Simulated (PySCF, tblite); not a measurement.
# 4-chlorobenzoyl chloride (C7H4Cl2O): geometry, infrared bands and NMR shifts

Wanted: the infrared bands and NMR shifts of 4-chlorobenzoyl chloride (C7H4Cl2O) (`O=C(Cl)c1ccc(Cl)cc1`), by calculation.

The runs use tblite 0.8.0 and PySCF 2.14.0, with density-fitted response routines of our own; the level of theory stands in each step. All values are computed, except where a source is named. Atoms are numbered from 0 throughout.

## Step 1: The molecule as given

14 atoms, charge 0, multiplicity 1; geometry from: force field or distance geometry start.

Bonds of the start (Å): O0–C1 1.27, C1–Cl2 1.78, C1–C3 1.46, C3–C4 1.38, C4–C5 1.39, C5–C6 1.38, C6–Cl7 1.75, C6–C8 1.38, C8–C9 1.37, C9–C3 1.38, C4–H10 1.08, C5–H11 1.08, C8–H12 1.10, C9–H13 1.09.

## Step 2: Relaxing the molecule with GFN2-xTB

The job: settings as JSON, then the geometry in Å.

```
{"job": {"kind": "relax", "xc": "GFN2-xTB", "basis": "xTB"}, "charge": 0, "multiplicity": 1}
O      2.817900     1.388800    -0.637000
C      2.285800     0.241000    -0.508200
Cl     3.292800    -1.217600    -0.674800
C      0.865300     0.134100    -0.199000
C      0.327600    -1.128300    -0.039100
C     -1.026200    -1.278300     0.243700
C     -1.805700    -0.147900     0.385200
Cl    -3.502300    -0.340200     0.762700
C     -1.293100     1.125000     0.251800
C      0.045100     1.228900    -0.036200
H      0.942100    -2.010600    -0.160200
H     -1.483000    -2.244000     0.368300
H     -1.923500     2.017500     0.373400
H      0.456300     2.231200    -0.152600
```

Command:

```console
OMP_NUM_THREADS=1 python probes_run.py task.json out
```

The driver reads the jobs from task.json and runs them one after another.

**Question.** This job is followed by: GFN2-xTB harmonic vibrations, gas phase; GIAO PBE0/pcSseg-1 NMR shielding, non-relativistic, gas phase. What will the session give for the following? strongest single infrared mode (GFN2-xTB); zero-point energy (GFN2-xTB); 13C shifts against TMS (PBE0/pcSseg-1, means over atoms taken as alike); 1H shifts against TMS (PBE0/pcSseg-1, means over atoms taken as alike); 17O shifts against H2O (PBE0/pcSseg-1); 35Cl shifts against HCl (PBE0/pcSseg-1).

**Answer**, as computed:

| quantity | value |
| --- | --- |
| strongest single infrared mode (GFN2-xTB) | 1785 cm⁻¹, 435 km/mol |
| zero-point energy (GFN2-xTB) | 55.2 kcal/mol |
| 13C shifts against TMS (PBE0/pcSseg-1, means over atoms taken as alike) | 175.7, 155.4, 140.5, 135.2, 134.2 ppm |
| 1H shifts against TMS (PBE0/pcSseg-1, means over atoms taken as alike) | 8.56, 7.73 ppm |
| 17O shifts against H2O (PBE0/pcSseg-1) | 563.8 ppm |
| 35Cl shifts against HCl (PBE0/pcSseg-1) | 406, 264 ppm |

What this shows: Relaxing lowered the energy by 0.377 eV in 24 steps; the close pair that moved most is O0–C1, from 1.272 to 1.190 Å. All 36 modes are real, so the xTB geometry is a minimum. The strongest single mode, at 1785 cm⁻¹, moves mainly C1 and O0. Unscaled tight-binding wavenumbers are off by several per cent, some by more. Its intensities can rank the bands wrongly. At PBE0/pcSseg-1: Shielding is most anisotropic at O0 (span 879 ppm, paramagnetic term -624 ppm). NICS(1)zz of -25 ppm above the planar ring from C3 marks a diatropic (aromatic) ring current.
